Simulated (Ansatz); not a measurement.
Run this with the Ansatz DFT code, driven from Python and show what comes out.

`terms.py`
```python
# -*- coding: utf-8 -*-
"""Dispersion, smearing and cutoff parts of the energy of LaTeCl."""

import logging
import sys

import ansatz as az
from ase import Atoms

logging.basicConfig(stream=sys.stdout, format="[%(levelname)s] %(message)s")
log = logging.getLogger("run")
log.setLevel(logging.INFO)

atoms = Atoms(
    ["La", "La", "Te", "Te", "Cl", "Cl"],
    scaled_positions=[
        (0.0, 0.5, 0.7591),
        (0.5, 0.0, 0.2409),
        (0.0, 0.5, 0.36193),
        (0.5, 0.0, 0.63807),
        (0.0, 0.0, 0.0),
        (0.5, 0.5, 0.0),
    ],
    cell=[
        (4.55521, 0.0, 0.0),
        (0.0, 4.55521, 0.0),
        (0.0, 0.0, 8.32011),
    ],
    pbc=True,
)
structure = az.Crystal.from_ase(atoms)

calculation = (
    structure.calculation()
    .kpoints(4, 4, 3)
    .occupations("Fixed")
)
with_term = calculation.functional("pbesol", dispersion="d3bj").basis(340).cutoff_correction(590).run(threads=1).report
without = calculation.functional("pbesol").basis(340).run(threads=1).report
finer = calculation.functional("pbesol").basis(590).run(threads=1).report
removed = az.free_energy_without(with_term, az.EnergyTerm.DISPERSION)
log.info(f"dispersion term            {with_term['components']['e_disp']:.5f} eV")
log.info(f"F less dispersion          {removed:.5f} eV, run without it {without['free_energy_ev']:.5f} eV")
log.info(f"F less smearing term       {az.free_energy_without(without, az.EnergyTerm.SMEARING):.5f} eV")
log.info(f"estimated gain to 590 eV   {with_term['cutoff_correction']['energy_ev']:.5f} eV, found {finer['free_energy_ev'] - without['free_energy_ev']:.5f} eV")
```

`python terms.py` gives:
```text
DeckWarning: basis.ecutwfc = 340 eV is below the records' recommended 420 eV, and the density's cutoff is lower with it unless basis.ecutrho_ratio is high enough to keep the records' density cutoff: compare with a run at a higher cutoff
[INFO] dispersion term            -2.28632 eV
[INFO] F less dispersion          -28259.05966 eV, run without it -28259.05966 eV
[INFO] F less smearing term       -28259.05966 eV
[INFO] estimated gain to 590 eV   -0.02553 eV, found -0.02575 eV
```
(Warnings from the package without file and line.)

What to keep in mind:
- Total energies depend on the potentials; only differences at equal settings carry meaning. A total without «per atom» is that of the cell as typed.
- The cutoff lies under the one recommended for these potentials in some of the runs.
- This cell is a computed structure, which may not be the phase found in nature.
- Finished in 30 s on 1 thread of Arm Neoverse N1, with other jobs on the host, peak memory 0.59 GiB.

(A comment or docstring line of the script was reworded after the run, the code is as it ran; lines on the test bed's own set-up are left out of the output.)
